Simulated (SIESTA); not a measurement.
The system is NiMoIrPdW.

```xyz
5
Lattice="2.7662 0.0000 0.0000 -1.3831 2.3956 0.0000 0.0000 0.0000 11.0229" Properties=species:S:1:pos:R:3 pbc="T T T"
Ni    0.0000    1.5971    6.5820
Mo    0.0000    0.0000    4.5276
Pd    1.3831    0.7985    8.7654
Ir    1.3831    0.7985    2.2002
W     0.0000    1.5971   10.9936
```

The cell was built by a generator and needn't be a form met in nature.

Base run:

| Property | Result |
| --- | --- |
| Program | SIESTA 5.4.2 |
| Functional | PBE |
| Potentials or basis | PseudoDojo 0.4 standard (PBE files) |
| Basis | SZ (energy shift 0.003 Ry) |
| Grid cutoff | 800 Ry |
| Energy shift | 0.003 Ry |
| k mesh | 11 × 11 × 3 |
| Occupations | fermi-dirac, width 0.05 eV |
| Spin | collinear spin, ferromagnetic start |
| Starting moments | [1.0, 1.0, 0.0, 0.6, 0.0] μB |

Its results: band gap on the k mesh none (metal or under the smearing width); pressure 4.1 GPa; net moment 0.39 μB per cell; site moments Ni +0.34; Mo +0.04; Pd +0.01; Ir -0.01; W +0.01 μB; largest force 1.651 eV/Å.

**Question.** The run is repeated on the same cell with these changes: basis from SZ (energy shift 0.003 Ry) to SZP (energy shift 0.003 Ry). What comes out?

**Answer.** Band gap on the k mesh none (metal or under the smearing width); pressure 4.7 GPa; net moment 0.18 μB per cell; site moments Ni +0.15; Mo +0.02; Pd +0.00; Ir -0.01; W +0.00 μB; largest force 0.477 eV/Å.

Caveats: short orbitals over semicore shells can move pressures by several GPa; the valence orbitals were made in a potential fitted to the semicore shell under them, which widens gaps by tenths of an eV or more; spin-orbit coupling is left out, which moves the levels of the heavy elements; the basis of atomic orbitals isn't converged, which shifts pressures, moduli and gaps; the basis has no polarisation orbitals (some runs); forces of over 1 eV/Å show positions far from the minimum, so gaps and moduli don't describe the material at rest (some runs).
